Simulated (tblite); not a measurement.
# C5H9BS: the cost of one run

Computed with tblite 0.8.0 and PySCF 2.14.0, with density-fitted response routines of our own, on a single molecule in the gas phase. Atoms are numbered from 0 throughout.

## (1) Starting geometry

16 atoms, charge 0, multiplicity 1; geometry from: force field or distance geometry start.

Bonds of the start (Å): B0–C1 1.58, C1–C2 1.53, C2–C3 1.51, C3–C4 1.50, C4–S5 1.84, S5–C6 1.83, C3–C1 1.52, C6–C3 1.50, B0–H7 1.19, B0–H8 1.18, C1–H9 1.12, C2–H10 1.11, C2–H11 1.12, C4–H12 1.11, C4–H13 1.12, C6–H14 1.12, C6–H15 1.10.

## (2) Geometry optimisation with GFN2-xTB

Job settings and geometry (Å):

```
{"job": {"kind": "relax", "xc": "GFN2-xTB", "basis": "xTB"}, "charge": 0, "multiplicity": 1}
B     -2.053500    -0.101000     0.874900
C     -0.792000    -0.865200     0.298000
C     -0.437000    -0.547600    -1.152900
C      0.416800    -0.003700    -0.033300
C      1.854900    -0.440500     0.028000
S      2.421000     1.300700     0.157800
C      0.600800     1.481800     0.081100
H     -1.963200     0.562800     1.857700
H     -3.112400    -0.250700     0.368000
H     -0.569500    -1.915700     0.614900
H     -0.035500    -1.414200    -1.713500
H     -1.113100     0.198600    -1.645600
H      2.084600    -1.018400     0.947300
H      2.218900    -0.911100    -0.921800
H      0.192800     1.894900     1.036800
H      0.278900     2.038300    -0.808800
```

The run is started by

```
OMP_NUM_THREADS=1 python probes_run.py task.json out
```

One launch serves the whole session: the jobs run in the order shown.

**Question.** How long does this first job take on 1 thread of Arm Neoverse N1, shared host, and how much memory does it need?

About 1.1 s, with a peak of 0.18 GiB.
